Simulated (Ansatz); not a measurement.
ReSbN:

```xyz
6
Lattice="3.4321 0.0000 0.0000 0.0000 3.4321 0.0000 0.0000 0.0000 8.5926" Properties=species:S:1:pos:R:3 pbc="T T T"
Re    0.0000    1.7161    7.5034
Re    1.7161    0.0000    1.0892
Sb    0.0000    1.7161    2.8653
Sb    1.7161    0.0000    5.7273
N     0.0000    0.0000    0.0000
N     1.7161    1.7161    0.0000
```

The cell comes from a database or a generator and needn't be the stable form of this composition.

```yaml
Program: Ansatz 0.2.0
Task: relaxation of cell and atoms
Functional: LDA
Potentials_or_basis: Ansatz PAW
Cutoff: "420 eV (not typed: the program's choice for these potentials)"
k_mesh: 8 × 8 × 3
Occupations: fermi-dirac, width 0.05 eV
Spin: no spin polarisation
Hubbard_terms: Re d U = 6 eV
```

At the start: volume 16.87 Å³/atom.

Task: How do energy, volume and symmetry change on relaxing?

Result: It ends after 8 steps and the volume is 15.81 Å³/atom (-6.3 %); space group P4/nmm (No. 129, to 0.05 Å).

Step by step:
| step | energy change (eV) | largest force (eV/Å) | volume (Å³) |
| --- | --- | --- | --- |
| 1 | 0.0000 | 0.6840 | 101.22 |
| 2 | -0.0855 | 0.8344 | 91.67 |
| 3 | -0.1756 | 0.0702 | 95.50 |
| 4 | -0.1783 | 0.0288 | 95.04 |
| 5 | -0.1786 | 0.0075 | 94.95 |
| 6 | -0.1696 | 0.0079 | 94.95 |
| 7 | -0.1698 | 0.0014 | 94.84 |
| 8 | -0.1696 | 0.0014 | 94.84 |

Final structure:
```
CELL_PARAMETERS angstrom
3.37410 0.00000 0.00000
0.00000 3.37410 0.00000
0.00000 0.00000 8.33028
ATOMIC_POSITIONS crystal
Re 0.00000 0.50000 0.87077
Re 0.50000 0.00000 0.12923
Sb 0.00000 0.50000 0.33586
Sb 0.50000 0.00000 0.66414
N 0.00000 0.00000 0.00000
N 0.50000 0.50000 0.00000
```

Caveat: the plane-wave basis is chosen anew once the cell has moved, so the energies of steps on either side of that aren't comparable; the pressure holds a Pulay correction of +0.3 GPa for the finite cutoff; U without spin polarisation on a metal has little footing; the PAW data sets come from PBE, with cores solved anew for the run's functional, which leaves a small shift of forces and pressure.
